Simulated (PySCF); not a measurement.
# FH5N2Si: NMR shifts at several levels of theory

How much do the NMR shifts of FH5N2Si (`N[SiH](N)F`) depend on the level of theory, and what does each level cost?

The runs use PySCF 2.14.0, with density-fitted response routines of our own; the level of theory stands in each step. All values are computed, except where a source is named. Atoms count from 0, in the outputs and in this text.

## Step 1: The molecule as given

9 atoms, charge 0, multiplicity 1; geometry from: GFN2-xTB.

Bonds of the start (Å): N0–Si1 1.71, Si1–N2 1.71, Si1–F3 1.62, N0–H4 1.01, N0–H5 1.01, Si1–H6 1.45, N2–H7 1.01, N2–H8 1.01.

## Step 2: Optimising the geometry at PBE0-D3(BJ)/def2-SVP

The job: settings as JSON, then the geometry in Å.

```
{"job": {"xc": "PBE0", "basis": "def2-SVP", "d3": "d3bj", "grid": 1, "kind": "geom"}, "charge": 0, "multiplicity": 1}
N     -1.330952     0.362202     0.466532
Si     0.014051    -0.559453    -0.054788
N      1.303512     0.557128    -0.232353
F     -0.115955    -1.204221    -1.534308
H     -1.468205     1.284662     0.087908
H     -2.214941    -0.093882     0.612138
H      0.135609    -1.715565     0.817618
H      1.574379     1.113838     0.559598
H      2.116064     0.261284    -0.747524
```

Log:

```text
step   0  E = -501.37335589  max force = 0.016959
step   1  E = -501.37497726  max force = 0.002632
step   2  E = -501.37515300  max force = 0.001026
step   3  E = -501.37519552  max force = 0.000811
step   4  E = -501.37521826  max force = 0.000774
step   5  E = -501.37524060  max force = 0.000572
step   6  E = -501.37524943  max force = 0.000215
optimisation converged
```

Wall time 14 s (1 thread, shared host).

Relaxation path:

```
step  energy from step 0 (eV)  largest force component (eV/Å)
   0                   0.0000                          0.8721
   1                  -0.0441                          0.1353
   2                  -0.0489                          0.0528
   3                  -0.0501                          0.0417
   4                  -0.0507                          0.0398
   5                  -0.0513                          0.0294
   6                  -0.0515                          0.0111
```

Close pairs (by a distance rule), those that changed most:

```
  bond  before (Å)  after (Å)  change (Å)
Si1–H6       1.453      1.489      +0.035
Si1–F3       1.619      1.632      +0.012
 N0–H5       1.005      1.013      +0.007
 N2–H7       1.005      1.012      +0.007
N0–Si1       1.712      1.705      -0.007
 N0–H4       1.007      1.013      +0.007
 N2–H8       1.007      1.013      +0.006
Si1–N2       1.715      1.712      -0.003
```

The end geometry stands in the next job.

```
                         at the end point                value
  point group (found at 0.08 Å tolerance)                   C1
rotational constants (GHz, main isotopes)  6.861, 5.985, 3.687
                        dipole moment (D)                 2.10
```

## Step 3: NMR shieldings: PBE0/cc-pVDZ

The job: settings as JSON, then the geometry in Å.

```
{"job": {"kind": "nmr", "xc": "PBE0", "basis": "cc-pVDZ", "pop": true}, "charge": 0, "multiplicity": 1}
N     -1.400282     0.387839     0.467337
Si    -0.063229    -0.556219    -0.009811
N      1.302196     0.474211    -0.070393
F     -0.132324    -1.188571    -1.512213
H     -1.585356     1.288814     0.042079
H     -2.238224    -0.038760     0.843063
H     -0.053723    -1.745907     0.884782
H      1.545536     1.059563     0.718915
H      2.113111     0.223772    -0.622949
```

With the program's defaults for keys left out, this is: GIAO PBE0/cc-pVDZ NMR shielding, non-relativistic, gas phase.

Log:

```text
coarse grid: 7936 points
cycle   1  E = -501.5135615312  dE =  3.146e-01  |g| = 7.242e-01  |ddm| = 5.123e+00
cycle   2  E = -501.4378302610  dE =  7.573e-02  |g| = 9.792e-01  |ddm| = 2.298e+00
cycle   3  E = -501.6125169520  dE = -1.747e-01  |g| = 5.461e-02  |ddm| = 1.274e+00
cycle   4  E = -501.6129017368  dE = -3.848e-04  |g| = 3.004e-02  |ddm| = 1.101e-01
cycle   5  E = -501.6130757370  dE = -1.740e-04  |g| = 4.383e-03  |ddm| = 4.319e-02
cycle   6  E = -501.6130804304  dE = -4.693e-06  |g| = 7.769e-04  |ddm| = 8.980e-03
final grid: 72376 points
cycle   7  E = -501.6199643365  dE = -1.045e-05  |g| = 7.205e-03  |ddm| = 3.088e-02
cycle   8  E = -501.6199550158  dE =  9.321e-06  |g| = 9.827e-03  |ddm| = 2.271e-02
cycle   9  E = -501.6199756559  dE = -2.064e-05  |g| = 4.243e-04  |ddm| = 1.322e-02
cycle  10  E = -501.6199756818  dE = -2.598e-08  |g| = 1.626e-04  |ddm| = 6.703e-04
cycle  11  E = -501.6199756862  dE = -4.338e-09  |g| = 2.463e-05  |ddm| = 2.285e-04
cycle  12  E = -501.6199756863  dE = -1.544e-10  |g| = 4.146e-06  |ddm| = 6.078e-05
converged SCF energy = -501.6199756863

GIAO shielding tensors (ppm)
atom      isotropic    diamagn.    paramagn.     s11        s22        s33       span
  0 N      240.157     309.096     -68.939    222.050    224.124    274.296     52.246
  1 Si     451.593     883.678    -432.085    424.063    449.833    480.883     56.820
  2 N      254.487     308.531     -54.043    220.160    267.683    275.619     55.459
  3 F      328.428     468.510    -140.082    289.173    314.196    381.914     92.741
  4 H       30.586      30.699      -0.114     24.239     26.763     40.754     16.515
  5 H       30.648      29.881       0.767     24.469     26.427     41.047     16.578
  6 H       26.593      30.425      -3.832     23.312     23.782     32.686      9.374
  7 H       31.243      30.626       0.617     24.120     27.593     42.017     17.896
  8 H       31.157      29.974       1.183     24.018     27.331     42.122     18.104
```

It took 4.6 s on 1 thread, shared host.

Shifts follow as δ = σ(reference) − σ, with reference shieldings (ppm) from runs at the same level and on the same kind of geometry: 1H TMS 31.29, 29Si TMS 418.6, 19F CFCl3 200.9, 15N NH3 273.1. The references are single molecules in the gas phase, so shifts against H2O, NH3, PH3, H3PO4 or CFCl3 are not on the usual liquid scales and can be off by tens of ppm. Atoms listed in one row are averaged.

```
         atoms                             environment  σ (ppm)  δ (ppm)
            H6  hydrogen on a silicon bonded to F, 2 N    26.59     4.70
H4, H5, H7, H8     hydrogen on a nitrogen bonded to Si    30.91     0.38
        N0, N2              nitrogen bonded to Si, 2 H    247.3     25.8
           Si1             silicon bonded to F, 2 N, H    451.6    -33.0
            F3                   fluorine bonded to Si    328.4   -127.5
```

Charges from the same density, by scheme (e):

```
 atoms  Mulliken    IAO  Hirshfeld  ESP fit
N0, N2     -0.30  -0.84      -0.31    -0.88
   Si1      0.62   1.34       0.44     0.81
    F3     -0.34  -0.54      -0.22    -0.31
```

Mayer bond orders: N0–Si1 1.25, Si1–N2 1.22, Si1–F3 1.08.

## Step 4: NMR shieldings: PBE0/cc-pVTZ

Settings changed since step 3:

```diff
@@ -1,2 +1,2 @@
-{"job": {"kind": "nmr", "xc": "PBE0", "basis": "cc-pVDZ", "pop": true}, "charge": 0, "multiplicity": 1}
+{"job": {"kind": "nmr", "xc": "PBE0", "basis": "cc-pVTZ", "pop": true}, "charge": 0, "multiplicity": 1}
 N     -1.400282     0.387839     0.467337
```

Level: GIAO PBE0/cc-pVTZ NMR shielding, non-relativistic, gas phase.

Log:

```text
coarse grid: 7936 points
cycle   1  E = -501.6325853981  dE =  2.524e-01  |g| = 7.397e-01  |ddm| = 5.434e+00
cycle   2  E = -501.5446880472  dE =  8.790e-02  |g| = 1.055e+00  |ddm| = 2.015e+00
cycle   3  E = -501.7304548499  dE = -1.858e-01  |g| = 5.770e-02  |ddm| = 1.151e+00
cycle   4  E = -501.7307847560  dE = -3.299e-04  |g| = 3.693e-02  |ddm| = 1.049e-01
cycle   5  E = -501.7310127546  dE = -2.280e-04  |g| = 5.628e-03  |ddm| = 4.578e-02
cycle   6  E = -501.7310194766  dE = -6.722e-06  |g| = 1.034e-03  |ddm| = 8.756e-03
final grid: 72376 points
cycle   7  E = -501.7324758988  dE = -3.437e-05  |g| = 7.851e-03  |ddm| = 4.979e-02
cycle   8  E = -501.7324655498  dE =  1.035e-05  |g| = 1.066e-02  |ddm| = 2.296e-02
cycle   9  E = -501.7324877318  dE = -2.218e-05  |g| = 4.152e-04  |ddm| = 1.334e-02
cycle  10  E = -501.7324877523  dE = -2.054e-08  |g| = 2.728e-04  |ddm| = 7.165e-04
cycle  11  E = -501.7324877626  dE = -1.025e-08  |g| = 4.809e-05  |ddm| = 2.812e-04
cycle  12  E = -501.7324877630  dE = -4.321e-10  |g| = 8.654e-06  |ddm| = 6.816e-05
converged SCF energy = -501.7324877630

GIAO shielding tensors (ppm)
atom      isotropic    diamagn.    paramagn.     s11        s22        s33       span
  0 N      230.609     303.031     -72.422    210.319    213.846    267.661     57.342
  1 Si     383.414     886.072    -502.658    352.050    380.155    418.038     65.988
  2 N      244.841     303.094     -58.254    210.171    255.523    268.827     58.656
  3 F      315.654     466.939    -151.285    272.899    292.328    381.736    108.837
  4 H       30.293      30.330      -0.037     24.265     26.456     40.157     15.892
  5 H       30.332      29.735       0.597     24.476     25.802     40.717     16.240
  6 H       26.263      29.778      -3.515     23.239     23.736     31.814      8.575
  7 H       30.854      30.316       0.538     24.092     26.973     41.498     17.407
  8 H       30.793      30.040       0.754     24.015     26.757     41.608     17.593
```

Run time: 13 s. Hardware: 1 thread, shared host.

Key values: δ N0 29.0, Si1 -23.4, F3 -133.1, H6 5.03, H4 0.72 ppm (means over like atoms).

## Step 5: Shielding tensors: PBE0/aug-cc-pVDZ

Settings changed since step 4:

```diff
@@ -1,2 +1,2 @@
-{"job": {"kind": "nmr", "xc": "PBE0", "basis": "cc-pVTZ", "pop": true}, "charge": 0, "multiplicity": 1}
+{"job": {"kind": "nmr", "xc": "PBE0", "basis": "aug-cc-pVDZ", "pop": true}, "charge": 0, "multiplicity": 1}
 N     -1.400282     0.387839     0.467337
```

Level: GIAO PBE0/aug-cc-pVDZ NMR shielding, non-relativistic, gas phase.

Log:

```text
coarse grid: 7936 points
cycle   1  E = -501.5556017604  dE =  2.856e-01  |g| = 6.850e-01  |ddm| = 5.753e+00
cycle   2  E = -501.4669993071  dE =  8.860e-02  |g| = 9.793e-01  |ddm| = 2.120e+00
cycle   3  E = -501.6466871775  dE = -1.797e-01  |g| = 4.871e-02  |ddm| = 1.192e+00
cycle   4  E = -501.6469322371  dE = -2.451e-04  |g| = 3.085e-02  |ddm| = 1.050e-01
cycle   5  E = -501.6471151045  dE = -1.829e-04  |g| = 4.244e-03  |ddm| = 4.362e-02
cycle   6  E = -501.6471192822  dE = -4.178e-06  |g| = 5.184e-04  |ddm| = 7.203e-03
final grid: 72376 points
cycle   7  E = -501.6540212288  dE = -1.178e-05  |g| = 7.192e-03  |ddm| = 5.403e-02
cycle   8  E = -501.6540099929  dE =  1.124e-05  |g| = 1.025e-02  |ddm| = 2.290e-02
cycle   9  E = -501.6540325985  dE = -2.261e-05  |g| = 4.092e-04  |ddm| = 1.362e-02
cycle  10  E = -501.6540326220  dE = -2.350e-08  |g| = 1.974e-04  |ddm| = 6.944e-04
cycle  11  E = -501.6540326282  dE = -6.243e-09  |g| = 3.050e-05  |ddm| = 2.515e-04
cycle  12  E = -501.6540326285  dE = -2.262e-10  |g| = 5.295e-06  |ddm| = 6.379e-05
converged SCF energy = -501.6540326285

GIAO shielding tensors (ppm)
atom      isotropic    diamagn.    paramagn.     s11        s22        s33       span
  0 N      237.283     284.722     -47.439    218.543    222.997    270.309     51.766
  1 Si     435.332     876.758    -441.427    401.820    440.417    463.759     61.939
  2 N      250.268     285.293     -35.025    222.239    257.223    271.343     49.103
  3 F      334.667     476.121    -141.453    302.334    318.137    383.532     81.198
  4 H       30.378      29.909       0.468     24.524     26.617     39.993     15.469
  5 H       30.446      33.516      -3.070     24.652     26.064     40.624     15.972
  6 H       26.106      24.640       1.465     22.940     23.408     31.970      9.031
  7 H       30.932      31.724      -0.791     24.261     27.132     41.404     17.142
  8 H       30.864      32.569      -1.705     24.122     27.009     41.461     17.339
```

Wall time 8.7 s (1 thread, shared host).

Key values: δ N0 26.1, Si1 -18.6, F3 -140.5, H6 5.29, H4 0.74 ppm (means over like atoms).

## Step 6: Shielding tensors: PBE0/IGLO-III

Settings changed since step 5:

```diff
@@ -1,2 +1,2 @@
-{"job": {"kind": "nmr", "xc": "PBE0", "basis": "aug-cc-pVDZ", "pop": true}, "charge": 0, "multiplicity": 1}
+{"job": {"kind": "nmr", "xc": "PBE0", "basis": "IGLO-III", "pop": true}, "charge": 0, "multiplicity": 1}
 N     -1.400282     0.387839     0.467337
```

Level: GIAO PBE0/IGLO-III NMR shielding, non-relativistic, gas phase.

Log:

```text
coarse grid: 7936 points
cycle   1  E = -501.6484876336  dE =  2.331e-01  |g| = 7.482e-01  |ddm| = 1.991e+00
cycle   2  E = -501.5507989154  dE =  9.769e-02  |g| = 1.085e+00  |ddm| = 8.472e-01
cycle   3  E = -501.7465526242  dE = -1.958e-01  |g| = 6.179e-02  |ddm| = 5.164e-01
cycle   4  E = -501.7468392493  dE = -2.866e-04  |g| = 4.147e-02  |ddm| = 3.882e-02
cycle   5  E = -501.7471245379  dE = -2.853e-04  |g| = 6.651e-03  |ddm| = 1.947e-02
cycle   6  E = -501.7471328121  dE = -8.274e-06  |g| = 8.065e-04  |ddm| = 3.656e-03
final grid: 72376 points
cycle   7  E = -501.7495830308  dE = -5.136e-05  |g| = 7.844e-03  |ddm| = 2.098e-02
cycle   8  E = -501.7495723427  dE =  1.069e-05  |g| = 1.065e-02  |ddm| = 7.719e-03
cycle   9  E = -501.7495942921  dE = -2.195e-05  |g| = 4.375e-04  |ddm| = 4.601e-03
cycle  10  E = -501.7495943089  dE = -1.678e-08  |g| = 3.449e-04  |ddm| = 3.209e-04
cycle  11  E = -501.7495943252  dE = -1.627e-08  |g| = 5.891e-05  |ddm| = 1.353e-04
cycle  12  E = -501.7495943257  dE = -4.937e-10  |g| = 8.056e-06  |ddm| = 3.039e-05
converged SCF energy = -501.7495943257

GIAO shielding tensors (ppm)
atom      isotropic    diamagn.    paramagn.     s11        s22        s33       span
  0 N      223.040     313.454     -90.414    200.635    206.550    261.936     61.300
  1 Si     383.237     888.800    -505.563    353.561    378.603    417.548     63.987
  2 N      237.316     313.524     -76.209    206.796    241.981    263.171     56.375
  3 F      313.638     472.933    -159.296    272.884    290.284    377.745    104.861
  4 H       30.351      30.820      -0.469     24.601     26.704     39.749     15.147
  5 H       30.384      30.296       0.088     24.719     26.042     40.391     15.672
  6 H       26.239      28.874      -2.635     23.248     23.801     31.668      8.419
  7 H       30.886      30.846       0.040     24.386     27.177     41.094     16.708
  8 H       30.797      30.369       0.427     24.165     27.026     41.199     17.034
```

Wall time 13 s (1 thread, shared host).

In short: δ N0 30.4, Si1 -37.9, F3 -139.0, H6 5.13, H4 0.77 ppm (means over like atoms).

## Step 7: NMR shieldings: PBE0/pcSseg-0

Settings changed since step 6:

```diff
@@ -1,2 +1,2 @@
-{"job": {"kind": "nmr", "xc": "PBE0", "basis": "IGLO-III", "pop": true}, "charge": 0, "multiplicity": 1}
+{"job": {"kind": "nmr", "xc": "PBE0", "basis": "pcSseg-0", "pop": true}, "charge": 0, "multiplicity": 1}
 N     -1.400282     0.387839     0.467337
```

Level: GIAO PBE0/pcSseg-0 NMR shielding, non-relativistic, gas phase.

Log:

```text
coarse grid: 7936 points
cycle   1  E = -500.6936761879  dE =  2.432e-01  |g| = 6.602e-01  |ddm| = 2.879e+00
cycle   2  E = -500.6503634958  dE =  4.331e-02  |g| = 8.534e-01  |ddm| = 1.520e+00
cycle   3  E = -500.7739628051  dE = -1.236e-01  |g| = 3.960e-02  |ddm| = 8.653e-01
cycle   4  E = -500.7741109044  dE = -1.481e-04  |g| = 2.655e-02  |ddm| = 5.699e-02
cycle   5  E = -500.7742378543  dE = -1.269e-04  |g| = 2.467e-03  |ddm| = 2.561e-02
cycle   6  E = -500.7742394094  dE = -1.555e-06  |g| = 3.766e-04  |ddm| = 3.749e-03
final grid: 72376 points
cycle   7  E = -500.7822339154  dE = -7.848e-06  |g| = 5.072e-03  |ddm| = 1.020e-02
cycle   8  E = -500.7822317252  dE =  2.190e-06  |g| = 6.193e-03  |ddm| = 9.649e-03
cycle   9  E = -500.7822384684  dE = -6.743e-06  |g| = 1.492e-04  |ddm| = 5.295e-03
cycle  10  E = -500.7822384747  dE = -6.318e-09  |g| = 5.493e-05  |ddm| = 2.867e-04
cycle  11  E = -500.7822384752  dE = -4.841e-10  |g| = 3.316e-05  |ddm| = 7.893e-05
cycle  12  E = -500.7822384754  dE = -1.985e-10  |g| = 2.540e-06  |ddm| = 3.081e-05
converged SCF energy = -500.7822384754

GIAO shielding tensors (ppm)
atom      isotropic    diamagn.    paramagn.     s11        s22        s33       span
  0 N      240.595     327.850     -87.255    217.124    228.980    275.680     58.556
  1 Si     373.992     874.360    -500.368    329.669    377.122    415.186     85.517
  2 N      259.853     326.412     -66.558    214.461    277.311    287.787     73.326
  3 F      349.695     475.199    -125.504    295.718    372.855    380.512     84.793
  4 H       32.208      31.571       0.638     25.457     27.735     43.433     17.976
  5 H       32.412      31.287       1.125     25.991     27.357     43.887     17.896
  6 H       27.077      28.465      -1.388     23.103     23.617     34.512     11.409
  7 H       33.120      31.510       1.610     25.327     28.713     45.320     19.993
  8 H       33.178      31.151       2.027     25.652     28.360     45.521     19.868
```

It took 2.9 s on 1 thread, shared host.

This run: δ N0 15.8, Si1 -25.5, F3 -171.3, H6 5.75, H4 0.10 ppm (means over like atoms).

## Step 8: Comparing the runs: NMR shifts

Shifts (ppm), means over like atoms, with basis size and wall time:

```
             run    H6    H4    N0    Si1      F3  functions   time
    PBE0/cc-pVDZ  4.70  0.38  25.8  -33.0  -127.5         85  4.6 s
    PBE0/cc-pVTZ  5.03  0.72  29.0  -23.4  -133.1        194   13 s
PBE0/aug-cc-pVDZ  5.29  0.74  26.1  -18.6  -140.5        141  8.7 s
   PBE0/IGLO-III  5.13  0.77  30.4  -37.9  -139.0        199   13 s
   PBE0/pcSseg-0  5.75  0.10  15.8  -25.5  -171.3         50  2.9 s
```

## Step 9: Results

```
                                                              quantity                 value
                                                           point group                    C1
                                  rotational constants (main isotopes)  6.86, 5.98, 3.69 GHz
 1H shifts against TMS (PBE0/cc-pVDZ, means over atoms taken as alike)        4.70, 0.38 ppm
15N shifts against NH3 (PBE0/cc-pVDZ, means over atoms taken as alike)              25.8 ppm
                                29Si shifts against TMS (PBE0/cc-pVDZ)             -33.0 ppm
                               19F shifts against CFCl3 (PBE0/cc-pVDZ)            -127.5 ppm
                                              range of the shift of F3  -171.3 to -127.5 ppm
```

Single values in the summary come from the first run of each kind that ended normally (PBE0/cc-pVDZ), which need not be the best level. The optimisation took 6 steps and gained 0.052 eV; among the close pairs (by a distance rule), Si1–H6 changed most, from 1.453 to 1.489 Å. No frequency check was run at this level, so the end point may be a saddle. At PBE0/cc-pVDZ: Shielding is most anisotropic at F3 (span 93 ppm, paramagnetic term -140 ppm). Across the 5 runs the shift of F3 moves most, between -171.3 (PBE0/pcSseg-0) and -127.5 ppm (PBE0/cc-pVDZ). Part of that comes from the computed reference.
